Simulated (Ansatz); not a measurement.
**BH7OSi2: basis-set convergence**

An exercise on one series of results from a longer session: the logs are not shown, and one member is left open.

The runs use Ansatz 0.2.0, Gaussian basis; one geometry, several basis sets.

Plan: PBE0-D4/def2-SVP; ωB97M-V/def2-SVP; PBE0-D4/def2-QZVPP; ωB97M-V/def2-QZVPP; the functionals' def2-TZVPP values are taken from earlier runs.

## Structure used throughout

The geometry comes from an earlier relaxation with PBE0-D4 in a triple-zeta def2 set; it is a stationary point, not always the lowest conformer.

SMILES `B[SiH](O)[SiH3]`, 11 atoms, charge 0, spin multiplicity 1.

Atoms are counted from 1 here; the program's logs count them from 0.

Bond lengths: B1–Si2 1.984 Å, B1–H5 1.195 Å, B1–H6 1.197 Å, Si2–O3 1.659 Å, Si2–Si4 2.364 Å, Si2–H7 1.496 Å, O3–H8 0.958 Å, Si4–H9 1.488 Å, Si4–H10 1.491 Å, Si4–H11 1.488 Å. Angles: Si2–B1–H5 123.5°, Si2–B1–H6 118.2°, H5–B1–H6 118.1°, B1–Si2–O3 112.4°, B1–Si2–Si4 104.9°, B1–Si2–H7 111.5°, O3–Si2–Si4 111.5°, O3–Si2–H7 110.7°, Si4–Si2–H7 105.4°, Si2–O3–H8 117.2°, Si2–Si4–H9 111.9°, Si2–Si4–H10 109.6°, Si2–Si4–H11 110.2°, H9–Si4–H10 107.9°, H9–Si4–H11 108.6°, H10–Si4–H11 108.6°.

Set-up of the first run:

in.yaml reads:

```yaml
crystal:
  periodic: [false, false, false]
  atoms:
    - {symbol: B, position_ang: [-1.132795, 1.647121, 0.016260]}
    - {symbol: Si, position_ang: [0.473801, 0.542511, -0.352070]}
    - {symbol: O, position_ang: [0.707435, 0.288774, -1.974395]}
    - {symbol: Si, position_ang: [0.093418, -1.487607, 0.797550]}
    - {symbol: H, position_ang: [-1.966355, 1.893812, -0.803095]}
    - {symbol: H, position_ang: [-1.321827, 2.013219, 1.140270]}
    - {symbol: H, position_ang: [1.698997, 1.130688, 0.274231]}
    - {symbol: H, position_ang: [1.445921, -0.266136, -2.228796]}
    - {symbol: H, position_ang: [-1.229083, -2.078662, 0.456048]}
    - {symbol: H, position_ang: [1.146312, -2.476062, 0.426580]}
    - {symbol: H, position_ang: [0.149475, -1.264857, 2.267918]}
basis:
  gaussian: {orbitals: def2-SVP}
hamiltonian: {xc: pbe0, dispersion: d4}
output: {orbitals: {seedname: orbitals}}
```

Started as:

```sh
$ ansatz run in.yaml --threads 2 --pin off --events-out ev --progress --plain --max-ram 4352MiB
```

Steps of the session up to this table: PBE0-D4 in def2-SVP; ωB97M-V in def2-SVP; PBE0-D4 in def2-QZVPP; ωB97M-V in def2-QZVPP.

One of the session's tables, all rows but one given; the rest of the session is left out.

It belongs to the step «Density functionals: the series». 

```
functional       basis  HOMO (eV)  LUMO (eV)
   PBE0-D4    def2-SVP      -7.52      -2.41
   PBE0-D4  def2-TZVPP          ?          ?
   PBE0-D4  def2-QZVPP      -7.58      -2.48
   ωB97M-V    def2-SVP      -9.50      -0.40
   ωB97M-V  def2-TZVPP      -9.58      -0.55
   ωB97M-V  def2-QZVPP      -9.60      -0.60
```

**Question.** Estimate the row for PBE0-D4, def2-TZVPP.

As computed: HOMO (eV): -7.56; LUMO (eV): -2.46. In the column «HOMO (eV)» it lies between PBE0-D4, def2-QZVPP (-7.58) and PBE0-D4, def2-SVP (-7.52).
